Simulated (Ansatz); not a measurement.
# CaF: the cost of one run

Computed with Ansatz 0.2.0 (DFT PBE, scalar-relativistic, plane waves, PAW, unless a step's input says otherwise).

3 further runs of the same task are left out: 3 set aside as unsound or not needed.

**1. The system as given**

Symmetry: P2_13, No. 198, cubic system. The conventional cell has a = 5.233 Å, b = 5.233 Å, c = 5.233 Å, α = 90.00°, β = 90.00°, γ = 90.00°. Ca (site symmetry 3) has 7 F at 2.62 to 2.94 Å as nearest neighbours. Around F (site symmetry 3) lie 7 Ca at 2.62 to 2.94 Å.

As a file:

```cif
data_structure
_symmetry_space_group_name_H-M 'P 1'
_symmetry_Int_Tables_number 1
_cell_length_a 5.2326
_cell_length_b 5.2326
_cell_length_c 5.2326
_cell_angle_alpha 90.000
_cell_angle_beta 90.000
_cell_angle_gamma 90.000
_cell_volume 143.27
loop_
_atom_site_label
_atom_site_type_symbol
_atom_site_fract_x
_atom_site_fract_y
_atom_site_fract_z
_atom_site_occupancy
Ca1 Ca 0.13400 0.13400 0.13400 1
Ca2 Ca 0.36600 0.86600 0.63400 1
Ca3 Ca 0.63400 0.36600 0.86600 1
Ca4 Ca 0.86600 0.63400 0.36600 1
F1 F 0.84450 0.84450 0.84450 1
F2 F 0.65550 0.15550 0.34450 1
F3 F 0.34450 0.65550 0.15550 1
F4 F 0.15550 0.34450 0.65550 1
```

This is candidate A: FeSi (B20) type (P2_13, No. 198).

(A quick probe on a coarse mesh, which set the mesh and smearing, is not shown.)

**3. Coarse relaxation (candidate A)**

The input, input.yaml:

```yaml
crystal:
  lattice:
    - [5.2325950936, 0.0, 0.0]
    - [0.0, 5.2325950936, 0.0]
    - [0.0, 0.0, 5.2325950936]
  atoms:
    - { symbol: Ca, position: [0.134, 0.134, 0.134] }
    - { symbol: Ca, position: [0.366, 0.866, 0.634] }
    - { symbol: Ca, position: [0.634, 0.366, 0.866] }
    - { symbol: Ca, position: [0.866, 0.634, 0.366] }
    - { symbol: F, position: [0.8445, 0.8445, 0.8445] }
    - { symbol: F, position: [0.6555, 0.1555, 0.3445] }
    - { symbol: F, position: [0.3445, 0.6555, 0.1555] }
    - { symbol: F, position: [0.1555, 0.3445, 0.6555] }
basis:
  ecutwfc: 420
kpoints:
  mp_grid: { grid: [4, 4, 4] }
hamiltonian:
  xc: pbe
scf:
  occupations: { method: gaussian, width: 0.1 }
  lower_state_search: "off"
output:
  forces: true
  stress: true
  eigenvalues: true
relax:
  adjacent_minimum: "off"
  f_tol: 0.04
  max_steps: 70
  cell: { stress_tol: 0.4 }
```

Command:

```bash
$ ansatz run input.yaml --threads 1 --pin off --max-ram 2560MiB --backend cpu --events-out ev --progress --plain --runs-dir out
```

**Question.** How long does this run take on 1 thread of Intel Xeon Platinum 8259CL at 2.50GHz (Skylake/Cascade Lake), shared host, and how much memory does it need?

About 99 s, with a peak of 0.45 GiB.
